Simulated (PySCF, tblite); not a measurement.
# C₇H₁₀OSi₂: geometry, infrared bands and NMR shifts

Wanted: the infrared bands and NMR shifts of C₇H₁₀OSi₂ (`C=C1[SiH2]C(C=O)=C([SiH3])C1=C`), by calculation.

Computed with tblite 0.8.0 and PySCF 2.14.0, with density-fitted response routines of our own, on a single molecule in the gas phase. Atoms are numbered from 0 throughout.

**1. The starting structure**

20 atoms, charge 0, multiplicity 1; geometry from: force field or distance geometry start.

Bonds of the start (Å): C0–C1 1.31, C1–Si2 1.87, Si2–C3 1.86, C3–C4 1.46, C4–O5 1.25, C3–C6 1.30, C6–Si7 1.87, C6–C8 1.43, C8–C9 1.36, C8–C1 1.44, C0–H10 1.10, C0–H11 1.07, Si2–H12 1.45, Si2–H13 1.45, C4–H14 1.08, Si7–H15 1.47, Si7–H16 1.47, Si7–H17 1.46, C9–H18 1.09, C9–H19 1.07.

**2. Optimising the geometry with GFN2-xTB**

The job: settings as JSON, then the geometry in Å.

```
{"job": {"kind": "relax", "xc": "GFN2-xTB", "basis": "xTB"}, "charge": 0, "multiplicity": 1}
C      2.892100     0.869900     0.206500
C      1.695600     0.350000     0.066200
Si     1.427200    -1.446000    -0.361100
C     -0.417000    -1.220000    -0.322800
C     -1.336400    -2.323000    -0.577900
O     -2.582600    -2.229500    -0.567500
C     -0.716600     0.011500    -0.014000
Si    -2.503000     0.546600     0.123000
C      0.371800     0.903300     0.213500
C      0.212200     2.210400     0.537800
H      3.035300     1.924700     0.465300
H      3.779000     0.290900     0.067800
H      1.785500    -2.332900     0.732300
H      1.927800    -1.801200    -1.669600
H     -0.927100    -3.295700    -0.824700
H     -3.302900    -0.477800     0.815400
H     -2.603500     1.756700     0.949000
H     -3.102200     0.785500    -1.181700
H      1.101800     2.814500     0.688100
H     -0.742200     2.672800     0.651400
```

Run with:

```sh
OMP_NUM_THREADS=1 python probes_run.py task.json out
```

The driver reads the jobs from task.json and runs them one after another.

**Question.** This job is followed by: GFN2-xTB harmonic vibrations, gas phase; GIAO PBE0/pcSseg-1 NMR shielding, non-relativistic, gas phase. What will the session give for the following? strongest single infrared mode (GFN2-xTB); zero-point energy (GFN2-xTB); ¹³C shifts against TMS (PBE0/pcSseg-1); ¹H shifts against TMS (PBE0/pcSseg-1, means over atoms taken as alike); ²⁹Si shifts against TMS (PBE0/pcSseg-1); ¹⁷O shifts against H2O (PBE0/pcSseg-1); surface potential, 1st and 99th percentile.

The runs gave:

| quantity | value |
| --- | --- |
| strongest single infrared mode (GFN2-xTB) | 877 cm⁻¹, 422 km/mol |
| zero-point energy (GFN2-xTB) | 84.9 kcal/mol |
| ¹³C shifts against TMS (PBE0/pcSseg-1) | 200.5, 197.0, 158.1, 150.1, 148.3, 133.5, 131.3 ppm |
| ¹H shifts against TMS (PBE0/pcSseg-1, means over atoms taken as alike) | 9.97, 7.04, 6.94, 6.72, 6.17, 4.99, 4.57 ppm |
| ²⁹Si shifts against TMS (PBE0/pcSseg-1) | -50.8, -92.8 ppm |
| ¹⁷O shifts against H2O (PBE0/pcSseg-1) | 629.1 ppm |
| surface potential, 1st and 99th percentile | -1.43 V and 1.47 V |

**Reading.** Over 106 steps the energy fell by 0.581 eV; of the close pairs, C3–C6 changed most, 1.304 to 1.367 Å. The lowest mode is imaginary (43i cm⁻¹), so the xTB geometry is not a minimum. The strongest single mode, at 877 cm⁻¹, has its largest shares on H17, H16 and H15 (the list is cut at 3 atoms). Unscaled tight-binding wavenumbers are off by several per cent, some by more. Its intensities can rank the bands wrongly. The most deshielded hydrogen is H14 (hydrogen on an aldehyde carbonyl carbon), at 9.97 ppm: deshielded by the polar, anisotropic C=O bond. At PBE0/pcSseg-1: The largest span, 1177 ppm, is at O5, where the paramagnetic term is -700 ppm. By nearest atom (PBE0/pcSseg-1), the HOMO sits on C9 26 %; C0, C3, C8 about 13 % each and the LUMO on C6 22 %; C4, C9 about 16 % each.
